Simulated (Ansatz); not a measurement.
# GaAs (triplet): wave-function methods side by side, cc-pVDZ

How much of the correlation energy of GaAs (triplet) does each wave-function method recover here?

Method: cc-pVDZ, core rule «outside noble gas», up to 28 orbitals frozen; program: Ansatz 0.2.0, Gaussian basis.

Plan: UHF; CCSD(T) on ROHF; CCSD(T) on UHF; BCCD(T) on ROHF; CISD as a restricted active space (open shells left free, so some higher excitations enter); CCSDT(Q) on ROHF; CCSDT(Q) on UHF; CISDTQ; CCSDTQ on ROHF; CCSDTQ on UHF; CASSCF and MRCISD+Q, 8 electrons in 8 orbitals; CASSCF and NEVPT2, 8 electrons in 8 orbitals; Full CI.

4 further runs of the same task are left out: 4 set aside as unsound or not needed. Runs told in other sessions of the task aren't counted.

## Step 1: The system

The geometry is a PBE0/def2-TZVP stationary point (not a proven minimum) of the parent state, kept for this charge and spin. No spin-orbit coupling is included. The filled d shell of Ga, As may be among the frozen orbitals whatever the setting's name suggests.

2 atoms, charge 0, spin multiplicity 3.

Atoms are counted from 1 here; the program's logs count them from 0.

Bond lengths: Ga1–As2 2.172 Å.

## Step 2: UHF

Input file in.yaml:

```yaml
crystal:
  periodic: [false, false, false]
  atoms:
    - {symbol: Ga, position_ang: [0.000000, 0.000000, 0.000000]}
    - {symbol: As, position_ang: [0.000000, 0.000000, 2.171900]}
basis:
  gaussian: {orbitals: cc-pVDZ}
magnetization: {spin_polarized: true, initial_magnetization: 2}
hamiltonian: {xc: hf}
output: {orbitals: {seedname: orbitals}}
```

The run is started by

```bash
$ ansatz run in.yaml --threads 1 --pin off --events-out ev --progress --plain --max-ram 4096MiB --backend cpu
```

After this run come: CCSD(T) on ROHF; CCSD(T) on UHF; BCCD(T) on ROHF; CISD as a restricted active space (open shells left free, so some higher excitations enter); CCSDT(Q) on ROHF; CCSDT(Q) on UHF; CISDTQ; CCSDTQ on ROHF; CCSDTQ on UHF; CASSCF and MRCISD+Q, 8 electrons in 8 orbitals; CASSCF and NEVPT2, 8 electrons in 8 orbitals; Full CI.

Q: Predict the results of all the runs planned. Wanted: FCI from the RHF energy; RMP2 from FCI; UMP2 from FCI; RCCSD from FCI; RCCSD(T) from FCI; UCCSD(T) from FCI; RCCSDT(Q) from FCI; UCCSDT(Q) from FCI; NEVPT2 valence from FCI.

**Answer**, as computed:

| quantity | value |
| --- | --- |
| FCI from the ROHF energy | -4.2558 eV |
| RMP2 from FCI | +18.68 kcal/mol |
| UMP2 from FCI | +19.96 kcal/mol |
| RCCSD from FCI | +5.42 kcal/mol |
| RCCSD(T) from FCI | +1.06 kcal/mol |
| UCCSD(T) from FCI | +0.90 kcal/mol |
| RCCSDT(Q) from FCI | 0.00 kcal/mol |
| UCCSDT(Q) from FCI | -0.28 kcal/mol |
| NEVPT2 valence from FCI | +13.69 kcal/mol |
| MRCISD+Q valence from FCI | -0.07 kcal/mol |
| levels within 1 kcal/mol (43 meV) | UCCSD(T), RCCSDT, UCCSDT, RCCSDT(Q), UCCSDT(Q), RCCSDTQ, UCCSDTQ, MRCISD+Q valence |
| T1 diagnostic | 0.031 |
| effectively unpaired electrons | 2.11 |

RCCSD(T) lands +1.06 kcal/mol from the yardstick (1.1 % of the correlation energy). UCCSDT(Q), UCCSDTQ, MRCISD+Q valence fall below full CI: unrestricted runs freeze a spin-polarised core, another one than full CI's, and coupled cluster isn't variational. One determinant dominates. Of the multireference levels listed MRCISD+Q valence comes nearest in total energy (-0.07 kcal/mol), which doesn't show that its space is the better one. Coupled cluster took another determinant than the lowest Hartree-Fock one. These misses are within one basis, not against nature; the frozen cores of restricted and unrestricted runs differ, which can shift their rows.

Levels on UHF freeze UHF's core orbitals, full CI those of ROHF, so the U rows can settle a little off it for that reason alone.
